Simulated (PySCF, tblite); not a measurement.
# C6H11Cl2N: geometry, infrared bands and NMR shifts

Wanted: the infrared bands and NMR shifts of C6H11Cl2N (`C/C(=C/CCN)C(Cl)Cl`), by calculation.

Computed with tblite 0.8.0 and PySCF 2.14.0, with density-fitted response routines of our own, on a single molecule in the gas phase. Atoms are numbered from 0 throughout.

### 1 Starting geometry

20 atoms, charge 0, multiplicity 1; geometry from: force field or distance geometry start.

Bonds of the start (Å): C0–C1 1.50, C1–C2 1.33, C2–C3 1.45, C3–C4 1.50, C4–N5 1.44, C1–C6 1.47, C6–Cl7 1.77, C6–Cl8 1.80, C0–H9 1.13, C0–H10 1.11, C0–H11 1.11, C2–H12 1.10, C3–H13 1.15, C3–H14 1.10, C4–H15 1.11, C4–H16 1.11, N5–H17 1.04, N5–H18 1.03, C6–H19 1.10.

### 2 Optimising the geometry with GFN2-xTB

The job: settings as JSON, then the geometry in Å.

```
{"job": {"kind": "relax", "xc": "GFN2-xTB", "basis": "xTB"}, "charge": 0, "multiplicity": 1}
C     -2.650700    -0.545100    -0.722700
C     -1.389900     0.016100    -0.140100
C     -0.290300    -0.725000    -0.201300
C      1.019300    -0.347300     0.300600
C      2.082500    -0.285100    -0.755200
N      3.390500     0.079300    -0.262400
C     -1.463900     1.345700     0.482100
Cl    -2.011700     2.477600    -0.762800
Cl    -2.557300     1.363600     1.907800
H     -3.195400    -1.105100     0.088300
H     -2.415500    -1.295800    -1.502200
H     -3.289200     0.269900    -1.115200
H     -0.401400    -1.699500    -0.689900
H      1.346200    -1.238600     0.946100
H      1.011600     0.492100     1.016300
H      1.858600     0.461000    -1.540700
H      2.227700    -1.255000    -1.276100
H      3.337500     0.935000     0.334200
H      3.895900    -0.682500     0.208300
H     -0.509800     1.749400     0.862400
```

Started as:

```console
> OMP_NUM_THREADS=1 python probes_run.py task.json out
```

One launch serves the whole session: the jobs run in the order shown.

**Question.** This job is followed by: GFN2-xTB harmonic vibrations, gas phase; GIAO PBE0/pcSseg-1 NMR shielding, non-relativistic, gas phase. What will the session give for the following? strongest single infrared mode (GFN2-xTB); zero-point energy (GFN2-xTB); ¹³C shifts against TMS (PBE0/pcSseg-1); ¹H shifts against TMS (PBE0/pcSseg-1, means over atoms taken as alike); ¹⁵N shifts against NH3 (PBE0/pcSseg-1); ³⁵Cl shifts against HCl (PBE0/pcSseg-1, means over atoms taken as alike).

The runs gave:

| quantity | value |
| --- | --- |
| strongest single infrared mode (GFN2-xTB) | 921 cm⁻¹, 218 km/mol |
| zero-point energy (GFN2-xTB) | 100.7 kcal/mol |
| ¹³C shifts against TMS (PBE0/pcSseg-1) | 144.0, 133.0, 83.5, 49.4, 42.2, 19.8 ppm |
| ¹H shifts against TMS (PBE0/pcSseg-1, means over atoms taken as alike) | 6.77, 5.68, 2.68, 2.16, 2.04, 0.59 ppm |
| ¹⁵N shifts against NH3 (PBE0/pcSseg-1) | 43.6 ppm |
| ³⁵Cl shifts against HCl (PBE0/pcSseg-1, means over atoms taken as alike) | 287 ppm |

**Reading.** Over 155 steps the energy fell by 0.420 eV; of the close pairs, C3–H13 changed most, 1.148 to 1.093 Å. No mode is imaginary among the 54: a minimum at this level. The strongest single mode, at 921 cm⁻¹, has its largest shares on H17, H18 and N5 (the list is cut at 3 atoms). Unscaled tight-binding wavenumbers are off by several per cent, some by more. Its intensities can rank the bands wrongly. C6 stands next to heavy halogen, whose spin-orbit shielding this run leaves out, so the computed shift lies too far downfield, most of all for carbon beside Br or I. The most deshielded hydrogen is H19 (hydrogen on an allylic sp3 CH bonded to 2 Cl), at 6.77 ppm: its carbon carries Cl, an electronegative neighbour. At PBE0/pcSseg-1: The widest tensor belongs to Cl7, Cl8: span 693 ppm, with a paramagnetic part of -483 ppm.
